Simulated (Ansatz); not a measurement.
# Molecular dynamics of Cs

Input:

```yaml
accuracy: low
crystal:
  lattice:
    - [11.038514, 0.0, 0.0]
    - [0.0, 10.051682, 0.0]
    - [0.0, 0.0, 17.97615]
  atoms:
    - { symbol: Cs, position: [0.3696505, 0.3947436, 0.375] }
    - { symbol: Cs, position: [0.1303495, 0.6052564, 0.125] }
    - { symbol: Cs, position: [0.3696505, 0.1052564, 0.125] }
    - { symbol: Cs, position: [0.1303495, 0.8947436, 0.375] }
    - { symbol: Cs, position: [0.3696505, 0.3947436, 0.875] }
    - { symbol: Cs, position: [0.1303495, 0.6052564, 0.625] }
    - { symbol: Cs, position: [0.3696505, 0.1052564, 0.625] }
    - { symbol: Cs, position: [0.1303495, 0.8947436, 0.875] }
    - { symbol: Cs, position: [0.8696505, 0.3947436, 0.375] }
    - { symbol: Cs, position: [0.6303495, 0.6052564, 0.125] }
    - { symbol: Cs, position: [0.8696505, 0.1052564, 0.125] }
    - { symbol: Cs, position: [0.6303495, 0.8947436, 0.375] }
    - { symbol: Cs, position: [0.8696505, 0.3947436, 0.875] }
    - { symbol: Cs, position: [0.6303495, 0.6052564, 0.625] }
    - { symbol: Cs, position: [0.8696505, 0.1052564, 0.625] }
    - { symbol: Cs, position: [0.6303495, 0.8947436, 0.875] }
basis:
  ecutwfc: 500.0
kpoints:
  mp_grid: { grid: [1, 1, 1] }
hamiltonian:
  xc: r2scan
  dispersion: d3bj
scf:
  occupations: { method: fermi_dirac, width: 0.16 }
  lower_state_search: "off"
md:
  timestep: 3
  n_steps: 200
  ensemble: nvt_langevin
  temperature: 1800.0
  initial_velocities: maxwell_boltzmann
  seed: 178386
  friction: 0.02
```

Run as:

```bash
$ ansatz run input.yaml --threads 4 --pin off --max-ram 10240MiB --backend cpu --events-out ev --progress --plain --runs-dir out
```

It starts from a structure without forces on its atoms.

Output, in part (step lines):

```
md step     0: t =     0.00 fs  T =  1687.5 K  F+E_penalty+E_count = -90975.15410970 eV  E_kin = 3.490020 eV  (12 SCF iters)
md step     1: t =     3.00 fs  T =  1769.1 K  F+E_penalty+E_count = -90975.15335633 eV  E_kin = 3.658745 eV  (9 SCF iters)
md step     2: t =     6.00 fs  T =  1989.7 K  F+E_penalty+E_count = -90975.15139375 eV  E_kin = 4.115028 eV  (9 SCF iters)
md step     3: t =     9.00 fs  T =  1951.3 K  F+E_penalty+E_count = -90975.14816943 eV  E_kin = 4.035580 eV  (9 SCF iters)
md step     4: t =    12.00 fs  T =  2004.3 K  F+E_penalty+E_count = -90975.14382259 eV  E_kin = 4.145285 eV  (9 SCF iters)
md step     5: t =    15.00 fs  T =  2167.1 K  F+E_penalty+E_count = -90975.13864851 eV  E_kin = 4.481957 eV  (8 SCF iters)
md step     6: t =    18.00 fs  T =  2112.9 K  F+E_penalty+E_count = -90975.13241834 eV  E_kin = 4.369726 eV  (7 SCF iters)
md step     7: t =    21.00 fs  T =  1812.3 K  F+E_penalty+E_count = -90975.12519922 eV  E_kin = 3.748074 eV  (7 SCF iters)
[... lines left out ...]
md step   200: t =   600.00 fs  T =   869.8 K  F+E_penalty+E_count = -90973.98181857 eV  E_kin = 1.798945 eV  (11 SCF iters)
```

The steps, from the saved trajectory:

```
time (fs)  T (K)  potential energy less start (eV)
        0   1688                             0.000
       18   2113                             0.022
       36   2231                             0.078
       54   1563                             0.153
       72   1607                             0.234
       90   1504                             0.333
      108   1508                             0.423
      126   1440                             0.482
      144   1460                             0.503
      162   1536                             0.501
      180   2295                             0.525
      198   1400                             0.621
      216   1215                             0.690
      234   1752                             0.735
      252   1917                             0.742
      270   2173                             0.740
      288   1865                             0.766
      306   1927                             0.870
      324   1412                             1.024
      342   1370                             1.159
      360   1495                             1.198
      378   1126                             1.198
      396   1212                             1.214
      414   1231                             1.166
      432   1395                             1.104
      450   1267                             1.083
      468   1410                             1.067
      486   2384                             1.090
      504   1569                             1.063
      522   1953                             1.024
      540   1551                             1.016
      558   1444                             1.048
      576   1720                             1.116
      594    940                             1.169
```

The run went to its last step. The mean temperature of the second half is 16 % below the set value. A run of 0.6 ps of so small a system gives no equilibrium averages. Limits of this set-up: coarse k mesh, low accuracy level.

Mean squared displacements from the first frame to the last, about the centre of mass: Cs 0.67 Å².

Last frame:

```xyz
16
Lattice="11.0385 0.0000 0.0000 0.0000 10.0517 0.0000 0.0000 0.0000 17.9762" Properties=species:S:1:pos:R:3
Cs 4.561 3.215 6.944
Cs 2.685 5.974 3.314
Cs 5.063 1.496 3.063
Cs 1.553 9.151 6.912
Cs 4.082 3.945 15.593
Cs 1.253 6.338 11.517
Cs 5.228 1.069 12.128
Cs 2.292 8.952 16.624
Cs 10.232 4.370 7.046
Cs 7.024 6.291 1.236
Cs 9.206 2.157 2.380
Cs 7.007 8.372 6.477
Cs 9.761 3.819 15.959
Cs 7.207 5.990 11.964
Cs 10.193 1.160 11.636
Cs 6.589 9.269 16.199
```

Time of the run: 21 min on 4 threads of AMD EPYC 9R45 96-Core Processor (Zen 5), on a shared host, peak memory 2.9 GiB.
